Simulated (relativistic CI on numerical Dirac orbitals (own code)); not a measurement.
# Cl⁺: one ion under different settings

How much do the settings matter for Cl⁺? One ion, several inputs.

Program: relativistic CI on numerical Dirac orbitals (own code) version 3. Level of theory: Dirac-Coulomb-Breit CI, KLI orbitals optimised for each configuration, model QED (radiative potential, 1s self-energy scaled to tabulated hydrogen-like ionisation energies), numerical settings as typed. These are calculated values, not measurements, unless marked.

## (1) What is computed

* ion: Cl⁺ (Cl II)
* nuclear charge: 17
* electrons: 16
* isotope: A = 35

## (2) Usual settings

Input settings:

```ini
atom Cl  Z=17  charge=1  electrons=16
nucleus A=35  rms_radius_fm=3.3654
hamiltonian dirac-coulomb  breit=on  qed=on  c_scale=1
orbitals kli  potential=per-configuration
slater_scale 1
correlation none
mixing on
grid step=0.0125 r_max=51.4
scf mixing=0.4 start=green max_iterations=150 tolerance=2e-08 node_fill=0.05
configurations
  [Ne] 3s2 3p4
  [Ne] 3s 3p5
end
```

Command:

```sh
$ python run_levels.py task.json out
```

task.json lists these runs, among others, and the program works through them in turn.

Results of the run (chosen fields of its result record, rounded):

```text
{
  "status": "converged",
  "levels [i, E_cm, J2, conf, term, w_term, w_jj]": [
    [0, 0, 4, "3s2 3p4", "3P", 0.9989, 0.6982],
    [1, 700.95866, 2, "3s2 3p4", "3P", 1, 1],
    [2, 1012.939, 0, "3s2 3p4", "3P", 0.9992, 0.6391],
    [3, 14339.981, 4, "3s2 3p4", "1D", 0.9989, 0.6982],
    [4, 35309.874, 0, "3s2 3p4", "1S", 0.9992, 0.6391],
    [5, 116880.89, 4, "3s 3p5", "3P*", 1, 1],
    [6, 117539.22, 2, "3s 3p5", "3P*", 0.9999, 0.6577],
    [7, 117878.88, 0, "3s 3p5", "3P*", 1, 1],
    [8, 171621.01, 2, "3s 3p5", "1P*", 0.9999, 0.6577]
  ],
  "total_energy [Ha]": -460.32141826,
  "n_levels_all": 9,
  "overlap": 2.72202e-13,
  "scf_iterations": [10, 10],
  "orbital_energies [Ha]": {"1s": -101.733, "2s": -10.067, "2p1/2": -7.85509, "2p3/2": -7.79274, "3s": -1.37965, "3p1/2": -0.919832, "3p3/2": -0.914799},
  "configurations [conf, odd, states, E_av_Ha, breit_Ha, qed_Ha]": [
    ["3s2 3p4", 0, 15, -460.4673943, 0.1082, 0.07124],
    ["3s 3p5", 1, 12, -459.9044663, 0.1081, 0.07094]
  ],
  "scf_steps of the first configuration [iteration, E_Ha, residual, outer_eigenvalue_Ha]": [
    [1, -458.872608, 0.912, -1.133],
    [2, -460.1978122, 0.344, -0.9381],
    [3, -460.4609665, 0.0383, -0.8778],
    [4, -460.4673, 0.0057, -0.9205],
    [5, -460.4673408, 0.00161, -0.9147],
    [6, -460.4673903, 9.6e-05, -0.9147],
    [7, -460.4673929, 4.39e-05, -0.9148],
    [8, -460.4673944, 1.96e-06, -0.9148],
    [9, -460.4673942, 1.33e-06, -0.9148],
    [10, -460.4673943, 6.24e-09, -0.9148]
  ]
}
```

It took 0.068 s on 1 thread of Neoverse-V2, shared host.

## (3) QED terms off

Settings: those of step 2 with these lines changed.

```diff
@@ -2,3 +2,3 @@
 nucleus A=35  rms_radius_fm=3.3654
-hamiltonian dirac-coulomb  breit=on  qed=on  c_scale=1
+hamiltonian dirac-coulomb  breit=on  qed=off  c_scale=1
 orbitals kli  potential=per-configuration
```

Main fields:

```text
{
  "status": "converged",
  "levels [i, E_cm, J2, conf, term, w_term]": [
    [0, 0, 4, "3s2 3p4", "3P", 0.9989],
    [1, 699.03756, 2, "3s2 3p4", "3P", 1],
    [2, 1010.2523, 0, "3s2 3p4", "3P", 0.9992],
    [3, 14338.891, 4, "3s2 3p4", "1D", 0.9989],
    [4, 35308.718, 0, "3s2 3p4", "1S", 0.9992],
    [5, 116944.7, 4, "3s 3p5", "3P*", 1],
    [6, 117601.2, 2, "3s 3p5", "3P*", 0.9999],
    [7, 117939.9, 0, "3s 3p5", "3P*", 1],
    "... 1 more rows left out ..."
  ],
  "total_energy [Ha]": -460.39264872,
  "n_levels_all": 9,
  "overlap": 2.72202e-13,
  "scf_iterations": [10, 10],
  "orbital_energies [Ha]": {"1s": -101.733, "2s": -10.067, "2p1/2": -7.85509, "2p3/2": -7.79274, "3s": -1.37965, "3p1/2": -0.919832, "3p3/2": -0.914799},
  "configurations [conf, odd, states, E_av_Ha, breit_Ha, qed_Ha]": [
    ["3s2 3p4", 0, 15, -460.4673943, 0.1082, 0],
    ["3s 3p5", 1, 12, -459.9044663, 0.1081, 0]
  ],
  "scf_steps of the first configuration [iteration, E_Ha, residual, outer_eigenvalue_Ha]": [
    [1, -458.872608, 0.912, -1.133],
    [2, -460.1978122, 0.344, -0.9381],
    [3, -460.4609665, 0.0383, -0.8778],
    [4, -460.4673, 0.0057, -0.9205],
    [5, -460.4673408, 0.00161, -0.9147],
    [6, -460.4673903, 9.6e-05, -0.9147],
    [7, -460.4673929, 4.39e-05, -0.9148],
    [8, -460.4673944, 1.96e-06, -0.9148],
    [9, -460.4673942, 1.33e-06, -0.9148],
    [10, -460.4673943, 6.24e-09, -0.9148]
  ]
}
```

Run time: 0.04 s. Hardware: 1 thread of Neoverse-V2, shared host.

## (4) Slater scale 0.5, Breit term off, grid step 0.02

Input settings:

```ini
atom Cl  Z=17  charge=1  electrons=16
nucleus A=35  rms_radius_fm=3.3654
hamiltonian dirac-coulomb  breit=off  qed=on  c_scale=1
orbitals kli  potential=per-configuration
slater_scale 0.5
correlation none
mixing on
grid step=0.02 r_max=51.4
scf mixing=0.4 start=green max_iterations=150 tolerance=2e-08 node_fill=0.05
configurations
  [Ne] 3s2 3p4
  [Ne] 3s 3p5
end
```

Main fields:

```text
{
  "status": "converged",
  "levels [i, E_cm, J2, conf, term, w_term]": [
    [0, 0, 4, "3s2 3p4", "3P", 0.9953],
    [1, 745.5091, 2, "3s2 3p4", "3P", 1],
    [2, 1040.0735, 0, "3s2 3p4", "3P", 0.9963],
    [3, 7407.8275, 4, "3s2 3p4", "1D", 0.9953],
    [4, 17910.454, 0, "3s2 3p4", "1S", 0.9963],
    [5, 120221.53, 4, "3s 3p5", "3P*", 1],
    [6, 120897.17, 2, "3s 3p5", "3P*", 0.9996],
    [7, 121249.25, 0, "3s 3p5", "3P*", 1],
    "... 1 more rows left out ..."
  ],
  "total_energy [Ha]": -460.41381293,
  "n_levels_all": 9,
  "overlap": 7.19422e-12,
  "scf_iterations": [10, 10],
  "orbital_energies [Ha]": {"1s": -101.733, "2s": -10.067, "2p1/2": -7.85509, "2p3/2": -7.79274, "3s": -1.37965, "3p1/2": -0.919832, "3p3/2": -0.914799},
  "configurations [conf, odd, states, E_av_Ha, breit_Ha, qed_Ha]": [
    ["3s2 3p4", 0, 15, -460.4673613, 0, 0.07124],
    ["3s 3p5", 1, 12, -459.9044334, 0, 0.07094]
  ],
  "scf_steps of the first configuration [iteration, E_Ha, residual, outer_eigenvalue_Ha]": [
    [1, -458.8725757, 0.912, -1.133],
    [2, -460.1977794, 0.344, -0.9381],
    [3, -460.4609336, 0.0383, -0.8778],
    [4, -460.467267, 0.0057, -0.9205],
    [5, -460.4673078, 0.00161, -0.9147],
    [6, -460.4673573, 9.96e-05, -0.9147],
    [7, -460.4673614, 4.17e-05, -0.9148],
    [8, -460.4673614, 2.3e-06, -0.9148],
    [9, -460.4673613, 2.43e-07, -0.9148],
    [10, -460.4673613, 6.55e-09, -0.9148]
  ]
}
```

Run time: 0.04 s. Hardware: 1 thread of Neoverse-V2, shared host.

## (5) Node fill 0.01

Input settings:

```ini
atom Cl  Z=17  charge=1  electrons=16
nucleus A=35  rms_radius_fm=3.3654
hamiltonian dirac-coulomb  breit=on  qed=on  c_scale=1
orbitals kli  potential=per-configuration
slater_scale 1
correlation none
mixing on
grid step=0.0125 r_max=51.4
scf mixing=0.4 start=green max_iterations=150 tolerance=2e-08 node_fill=0.01
configurations
  [Ne] 3s2 3p4
  [Ne] 3s 3p5
end
```

Main fields:

```text
{
  "status": "converged",
  "levels [i, E_cm, J2, conf, term, w_term]": [
    [0, 0, 4, "3s2 3p4", "3P", 0.9989],
    [1, 696.65314, 2, "3s2 3p4", "3P", 1],
    [2, 1006.9655, 0, "3s2 3p4", "3P", 0.9992],
    [3, 14362.359, 4, "3s2 3p4", "1D", 0.9989],
    [4, 35369.48, 0, "3s2 3p4", "1S", 0.9992],
    [5, 116861.73, 4, "3s 3p5", "3P*", 1],
    [6, 117515.93, 2, "3s 3p5", "3P*", 0.9999],
    [7, 117853.46, 0, "3s 3p5", "3P*", 1],
    "... 1 more rows left out ..."
  ],
  "total_energy [Ha]": -460.32105403,
  "n_levels_all": 9,
  "overlap": 2.83799e-13,
  "scf_iterations": [10, 10],
  "orbital_energies [Ha]": {"1s": -101.821, "2s": -10.1037, "2p1/2": -7.89404, "2p3/2": -7.83155, "3s": -1.38441, "3p1/2": -0.924031, "3p3/2": -0.918954},
  "configurations [conf, odd, states, E_av_Ha, breit_Ha, qed_Ha]": [
    ["3s2 3p4", 0, 15, -460.467112, 0.1083, 0.07125],
    ["3s 3p5", 1, 12, -459.9042132, 0.1083, 0.07096]
  ],
  "scf_steps of the first configuration [iteration, E_Ha, residual, outer_eigenvalue_Ha]": [
    [1, -458.872608, 0.898, -1.133],
    [2, -460.189728, 0.338, -0.9411],
    [3, -460.460097, 0.0381, -0.8821],
    [4, -460.4667858, 0.0056, -0.9246],
    [5, -460.4670485, 0.00156, -0.9188],
    [6, -460.4671109, 0.000104, -0.9188],
    [7, -460.4671117, 6.26e-05, -0.919],
    [8, -460.467112, 2.94e-06, -0.919],
    [9, -460.467112, 5.73e-08, -0.919],
    [10, -460.467112, 5.57e-09, -0.919]
  ]
}
```

It took 0.066 s on 1 thread of Neoverse-V2, shared host.

## (6) Node fill 0.5

Settings: those of step 5 with these lines changed.

```diff
@@ -8,3 +8,3 @@
 grid step=0.0125 r_max=51.4
-scf mixing=0.4 start=green max_iterations=150 tolerance=2e-08 node_fill=0.01
+scf mixing=0.4 start=green max_iterations=150 tolerance=2e-08 node_fill=0.5
 configurations
```

Main fields:

```text
{
  "status": "converged",
  "levels [i, E_cm, J2, conf, term, w_term]": [
    [0, 0, 4, "3s2 3p4", "3P", 0.9987],
    [1, 728.69266, 2, "3s2 3p4", "3P", 1],
    [2, 1051.2079, 0, "3s2 3p4", "3P", 0.9991],
    [3, 14147.485, 4, "3s2 3p4", "1D", 0.9987],
    [4, 34804.801, 0, "3s2 3p4", "1S", 0.9991],
    [5, 116924.36, 4, "3s 3p5", "3P*", 1],
    [6, 117609.54, 2, "3s 3p5", "3P*", 0.9999],
    [7, 117963.11, 0, "3s 3p5", "3P*", 1],
    "... 1 more rows left out ..."
  ],
  "total_energy [Ha]": -460.30988187,
  "n_levels_all": 9,
  "overlap": 3.2131e-13,
  "scf_iterations": [10, 11],
  "orbital_energies [Ha]": {"1s": -101.083, "2s": -9.79854, "2p1/2": -7.56817, "2p3/2": -7.50697, "3s": -1.33769, "3p1/2": -0.882965, "3p3/2": -0.878258},
  "configurations [conf, odd, states, E_av_Ha, breit_Ha, qed_Ha]": [
    ["3s2 3p4", 0, 15, -460.4552466, 0.1073, 0.07113],
    ["3s 3p5", 1, 12, -459.8925761, 0.1072, 0.07085]
  ],
  "scf_steps of the first configuration [iteration, E_Ha, residual, outer_eigenvalue_Ha]": [
    [1, -458.872608, 1.02, -1.133],
    [2, -460.257094, 0.39, -0.9129],
    [3, -460.4531776, 0.0396, -0.841],
    [4, -460.4571754, 0.00656, -0.884],
    [5, -460.4553335, 0.00181, -0.8785],
    [6, -460.4552558, 8.53e-05, -0.8783],
    [7, -460.4552473, 3.72e-05, -0.8783],
    [8, -460.4552466, 7.52e-07, -0.8783],
    [9, -460.4552466, 3.14e-07, -0.8783],
    [10, -460.4552466, 1.84e-08, -0.8783]
  ]
}
```

Wall time 0.066 s (1 thread of Neoverse-V2, shared host).

## (7) Node fill 5

Settings: those of step 6 with these lines changed.

```diff
@@ -8,3 +8,3 @@
 grid step=0.0125 r_max=51.4
-scf mixing=0.4 start=green max_iterations=150 tolerance=2e-08 node_fill=0.5
+scf mixing=0.4 start=green max_iterations=74 tolerance=2e-08 node_fill=5
 configurations
```

Main fields:

```text
{
  "status": "converged",
  "levels [i, E_cm, J2, conf, term, w_term]": [
    [0, 0, 4, "3s2 3p4", "3P", 0.9984],
    [1, 782.9806, 2, "3s2 3p4", "3P", 1],
    [2, 1124.719, 0, "3s2 3p4", "3P", 0.9988],
    [3, 13500.467, 4, "3s2 3p4", "1D", 0.9984],
    [4, 33139.5, 0, "3s2 3p4", "1S", 0.9988],
    [5, 116141.37, 4, "3s 3p5", "3P*", 1],
    [6, 116875.55, 2, "3s 3p5", "3P*", 0.9999],
    [7, 117254.7, 0, "3s 3p5", "3P*", 1],
    "... 1 more rows left out ..."
  ],
  "total_energy [Ha]": -460.18594486,
  "n_levels_all": 9,
  "overlap": 2.9384e-13,
  "scf_iterations": [11, 11],
  "orbital_energies [Ha]": {"1s": -100.051, "2s": -9.34399, "2p1/2": -7.07916, "2p3/2": -7.02014, "3s": -1.21793, "3p1/2": -0.78357, "3p3/2": -0.779528},
  "configurations [conf, odd, states, E_av_Ha, breit_Ha, qed_Ha]": [
    ["3s2 3p4", 0, 15, -460.330369, 0.1053, 0.0708],
    ["3s 3p5", 1, 12, -459.7724117, 0.1052, 0.07056]
  ],
  "scf_steps of the first configuration [iteration, E_Ha, residual, outer_eigenvalue_Ha]": [
    [1, -458.872608, 1.23, -1.133],
    [2, -460.3610729, 0.468, -0.8482],
    [3, -460.3337587, 0.0385, -0.7479],
    [4, -460.3417373, 0.0113, -0.7839],
    [5, -460.3313209, 0.00194, -0.7815],
    [6, -460.3303416, 0.000122, -0.7795],
    [7, -460.3304295, 0.000124, -0.7796],
    [8, -460.3303692, 7.11e-06, -0.7795],
    [9, -460.3303699, 1.35e-06, -0.7795],
    [10, -460.3303689, 6.45e-08, -0.7795],
    [11, -460.3303689, 9.63e-09, -0.7795]
  ]
}
```

Run time: 0.068 s. Hardware: 1 thread of Neoverse-V2, shared host.

A bad setting: its result is shown only for the comparison.

## (8) Nuclear radius 33.654

Input settings:

```ini
atom Cl  Z=17  charge=1  electrons=16
nucleus A=35  rms_radius_fm=33.6540
hamiltonian dirac-coulomb  breit=on  qed=on  c_scale=1
orbitals kli  potential=per-configuration
slater_scale 1
correlation none
mixing on
grid step=0.0125 r_max=51.4
scf mixing=0.4 start=green max_iterations=85 tolerance=2e-08 node_fill=0.05
configurations
  [Ne] 3s2 3p4
  [Ne] 3s 3p5
end
```

Main fields:

```text
{
  "status": "converged",
  "levels [i, E_cm, J2, conf, term, w_term]": [
    [0, 0, 4, "3s2 3p4", "3P", 0.9989],
    [1, 700.95262, 2, "3s2 3p4", "3P", 1],
    [2, 1012.9311, 0, "3s2 3p4", "3P", 0.9992],
    [3, 14340.263, 4, "3s2 3p4", "1D", 0.9989],
    [4, 35310.584, 0, "3s2 3p4", "1S", 0.9992],
    [5, 116841.43, 4, "3s 3p5", "3P*", 1],
    [6, 117499.77, 2, "3s 3p5", "3P*", 0.9999],
    [7, 117839.43, 0, "3s 3p5", "3P*", 1],
    "... 1 more rows left out ..."
  ],
  "total_energy [Ha]": -460.27316868,
  "n_levels_all": 9,
  "overlap": 2.72611e-13,
  "scf_iterations": [10, 10],
  "orbital_energies [Ha]": {"1s": -101.713, "2s": -10.0655, "2p1/2": -7.85536, "2p3/2": -7.79302, "3s": -1.3795, "3p1/2": -0.919868, "3p3/2": -0.914835},
  "configurations [conf, odd, states, E_av_Ha, breit_Ha, qed_Ha]": [
    ["3s2 3p4", 0, 15, -460.4187185, 0.1082, 0.07085],
    ["3s 3p5", 1, 12, -459.8559727, 0.1081, 0.07056]
  ],
  "scf_steps of the first configuration [iteration, E_Ha, residual, outer_eigenvalue_Ha]": [
    [1, -458.8243975, 0.912, -1.133],
    [2, -460.1492162, 0.344, -0.9381],
    [3, -460.4122918, 0.0383, -0.8779],
    [4, -460.4186241, 0.0057, -0.9205],
    [5, -460.4186649, 0.00161, -0.9147],
    [6, -460.4187145, 9.6e-05, -0.9147],
    [7, -460.418717, 4.39e-05, -0.9148],
    [8, -460.4187185, 1.96e-06, -0.9148],
    [9, -460.4187184, 1.33e-06, -0.9148],
    [10, -460.4187185, 6.24e-09, -0.9148]
  ]
}
```

It took 0.068 s on 1 thread of Neoverse-V2, shared host.

A bad setting: its result is shown only for the comparison.

## (9) The runs side by side

| setting | total energy less usual (Ha) | largest shift of a level among the lowest eight of both runs, same label and place (cm⁻¹) | SCF iterations | time | lowest level | kind of change |
| --- | --- | --- | --- | --- | --- | --- |
| usual | 0 | 0 | 20 | 0.068 s | 3p4 3P2 | - |
| QED terms off | -0.0712 | 63.8 | 20 | 0.04 s | 3p4 3P2 | model term |
| Slater scale 0.5, Breit term off, grid step 0.02 | -0.0924 | 17400 | 20 | 0.04 s | 3p4 3P2 | model term |
| node fill 0.01 | 0.000364 | 59.6 | 20 | 0.066 s | 3p4 3P2 | numerical |
| node fill 0.5 | 0.0115 | 505 | 21 | 0.066 s | 3p4 3P2 | numerical |
| node fill 5 | 0.135 | 2170 | 22 | 0.068 s | 3p4 3P2 | unsound |
| nuclear radius 33.654 | 0.0482 | 39.5 | 20 | 0.068 s | 3p4 3P2 | unsound |

## (10) Results

```
                    quantity         value
lowest level, usual settings       3p4 3P2
                total energy  -460.3214 Ha
            first excitation    701.0 cm⁻¹
```

**Reading.** Among the runs whose levels can be followed, they move most under «Slater scale 0.5, Breit term off, grid step 0.02» (model term), by up to 17400 cm⁻¹. Only the listed configurations are in the model. Near neutrality, missing correlation can shift configurations against each other by thousands of cm⁻¹.
